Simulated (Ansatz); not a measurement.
# Dy2B: the cost of one run

Program: Ansatz 0.2.0. Level of theory: DFT PBE, scalar-relativistic, plane waves, PAW; 4f electrons in the core of a trivalent norm-conserving potential. These are calculated values, not measurements.

## (1) The starting structure

The structure is cubic, space group Fm-3m (No. 225). Conventional cell: a = 6.095 Å, b = 6.095 Å, c = 6.095 Å, α = 90.00°, β = 90.00°, γ = 90.00°. Dy (site symmetry -43m) is surrounded by 4 B at 2.64 Å. B (site symmetry m-3m) has 8 Dy at 2.64 Å in its first shell of neighbours.

Coordinates:

```
Dy B
1.0
     0.00000    3.04759    3.04759
     3.04759    0.00000    3.04759
     3.04759    3.04759    0.00000
Dy B
2 1
Cartesian
  4.5714 4.5714 4.5714
  1.5238 1.5238 1.5238
  0.0000 0.0000 0.0000
```

A structure generator made this guess: species swapped into a database cell of PbF2 (Fm-3m, No. 225), with B on the Pb sites and Dy on the F sites. The dimensions are guesses.

## (2) Probe: one point on a coarse mesh

The input, input.yaml:

```yaml
crystal:
  lattice:
    - [0.0, 3.04758702, 3.04758702]
    - [3.04758702, 0.0, 3.04758702]
    - [3.04758702, 3.04758702, 0.0]
  atoms:
    - { symbol: Dy, position: [0.75, 0.75, 0.75] }
    - { symbol: Dy, position: [0.25, 0.25, 0.25] }
    - { symbol: B, position: [0.0, 0.0, 0.0] }
basis:
  ecutwfc: 630
kpoints:
  mp_grid: { grid: [6, 6, 6] }
hamiltonian:
  xc: pbe
  pseudopotentials:
    kind: paw
    azcp: { Dy: "pseudopotentials/pbe/nc/lanthanide_3plus/Dy.nc.azcp" }
scf:
  occupations: { method: gaussian, width: 0.1 }
  lower_state_search: "off"
output:
  forces: true
  stress: true
  eigenvalues: true
```

Launch:

```bash
$ ansatz run input.yaml --threads 1 --pin off --max-ram 2560MiB --backend cpu --events-out ev --progress --plain --runs-dir out
```

What time and memory should one allow on 1 thread of Arm Neoverse V2, shared host?

About 1.8 s, with a peak of 0.3 GiB.
